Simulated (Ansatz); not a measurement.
**Lu2Tl: a short molecular-dynamics run**

Aim: set Lu2Tl (an element-swapped structure, 6 atoms, not relaxed) in motion for 30 steps of 1 fs under a Langevin thermostat and barostat at 900 K and 0 GPa, and see how temperature, energy and positions respond.

All numbers below are computed with Ansatz 0.2.0 (DFT PBE, plane waves, PAW, scalar-relativistic, no spin polarisation).

### 1 Starting point

The cell holds 6 atoms (Lu4Tl2): a = 5.282 Å, b = 5.282 Å, c = 6.581 Å, α = 90.00°, β = 90.00°, γ = 120.00°.

Structure file:

```xyz
6
Lattice="5.2824 0.0000 0.0000 -2.6412 4.5747 0.0000 0.0000 0.0000 6.5812" Properties=species:S:1:pos:R:3 pbc="T T T"
Lu   -0.0003    3.0500    4.9359
Lu    2.6410    1.5248    1.6453
Tl   -0.0003    3.0500    1.6453
Tl    2.6410    1.5248    4.9359
Lu    0.0000    0.0000    0.0000
Lu    0.0000    0.0000    3.2906
```

### 2 Molecular dynamics

Input file input.yaml:

```yaml
crystal:
  lattice:
    - [5.282442, 0.0, 0.0]
    - [-2.641221, 4.574731, 0.0]
    - [0.0, 0.0, 6.581245]
  atoms:
    - { symbol: Lu, position: [0.3333, 0.6667, 0.75] }
    - { symbol: Lu, position: [0.6666, 0.3333, 0.25] }
    - { symbol: Tl, position: [0.3333, 0.6667, 0.25] }
    - { symbol: Tl, position: [0.6666, 0.3333, 0.75] }
    - { symbol: Lu, position: [0.0, 0.0, 0.0] }
    - { symbol: Lu, position: [0.0, 0.0, 0.5] }
kpoints:
  mp_grid: { grid: [3, 3, 2] }
magnetization:
  spin_polarized: false
scf:
  occupations: { method: gaussian, width: 0.1 }
hamiltonian:
  pseudopotentials: { kind: paw }
  xc: pbe
basis:
  ecutwfc: 420
md:
  timestep: 1.0
  n_steps: 30
  ensemble: npt_langevin
  temperature: 900.0
  initial_velocities: maxwell_boltzmann
  seed: 165496
  pressure: 0.0
```

Launch:

```bash
ansatz run input.yaml --threads 2 --pin off --max-ram 2560MiB --backend cpu --events-out ev --progress --plain --runs-dir out
```

Q: Predict the outcome of this session. Wanted: temperature, first and last step; temperature, second half; potential energy, second half; largest change of the conserved energy; volume, first and last step; mean square displacement, second half.

As calculated:

| quantity | value |
| --- | --- |
| length | 30 steps of 1 fs |
| temperature, first and last step | 750 and 471 K |
| temperature, second half | mean 609 K, from 461 to 897 K |
| potential energy, second half | +14 meV/atom from the start |
| largest change of the conserved energy | 0.00 meV/atom |
| volume, first and last step | 26.51 and 27.13 Å³/atom |
| mean square displacement, second half | Lu 0.006, Tl 0.004 Å² |

In words: Against a set 900 K the second half averages 609 K, going from 897 to 471 K over that half. The conserved energy strays from its start by at most 0.00 meV/atom, under 0.1 % of the mean kinetic energy, so a step of 1 fs is short enough over this time. The farthest move is 0.13 Å, and the mean nearest distance 3.0 Å: no atom has changed site so far. The volume changes by +2.3 % from first to last step, and is still moving at the end, so it is no equilibrium value. Averages from a run of 30 fs with 6 atoms are rough. The k-mesh is coarse for this cell.
